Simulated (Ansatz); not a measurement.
# NaTi2: the cost of one run

Method: DFT PBE, scalar-relativistic, plane waves, PAW, in Ansatz 0.2.0.

## (1) Starting point

It takes space group P4/nmm (No. 129, tetragonal). The conventional cell has a = 3.923 Å, b = 3.923 Å, c = 5.985 Å, α = 90.00°, β = 90.00°, γ = 90.00°. Around Na (site symmetry 4mm) lie 9 Ti at 2.57 to 2.78 Å. Ti (site symmetry -4m2) has 8 Ti at 2.54 to 2.77 Å and 4 Na at 2.66 Å as nearest neighbours. Ti (site symmetry 4mm) has 4 Ti at 2.54 Å and 5 Na at 2.57 to 2.78 Å as nearest neighbours.

Structure file:

```
CELL_PARAMETERS angstrom
3.92258 0.00000 0.00000
0.00000 3.92258 0.00000
0.00000 0.00000 5.98508
ATOMIC_POSITIONS crystal
Na 0.00000 0.50000 0.70000
Na 0.50000 0.00000 0.30000
Ti 0.00000 0.00000 0.00000
Ti 0.50000 0.50000 0.00000
Ti 0.00000 0.50000 0.27000
Ti 0.50000 0.00000 0.73000
```

This is candidate A: Cu2Sb type (P4/nmm, No. 129).

(A quick probe on a coarse mesh, which set the mesh and smearing, is not shown.)

## (3) Coarse relaxation (candidate A)

The input, input.yaml:

```yaml
crystal:
  lattice:
    - [3.9225776935, 0.0, 0.0]
    - [0.0, 3.9225776935, 0.0]
    - [0.0, 0.0, 5.9850753335]
  atoms:
    - { symbol: Na, position: [0.0, 0.5, 0.7] }
    - { symbol: Na, position: [0.5, 0.0, 0.3] }
    - { symbol: Ti, position: [0.0, 0.0, 0.0] }
    - { symbol: Ti, position: [0.5, 0.5, 0.0] }
    - { symbol: Ti, position: [0.0, 0.5, 0.27] }
    - { symbol: Ti, position: [0.5, 0.0, 0.73] }
basis:
  ecutwfc: 420
kpoints:
  mp_grid: { grid: [4, 4, 4] }
hamiltonian:
  xc: pbe
scf:
  occupations: { method: gaussian, width: 0.1 }
  lower_state_search: "off"
output:
  forces: true
  stress: true
  eigenvalues: true
relax:
  adjacent_minimum: "off"
  f_tol: 0.04
  max_steps: 70
  cell: { stress_tol: 0.4 }
```

Launch:

```console
ansatz run input.yaml --threads 1 --pin off --max-ram 2560MiB --backend cpu --events-out ev --progress --plain --runs-dir out
```

**Question.** How long does this run take on 1 thread of Intel Xeon 6975P-C (Granite Rapids), shared host, and how much memory does it need?

About 1.8 min, with a peak of 0.45 GiB.
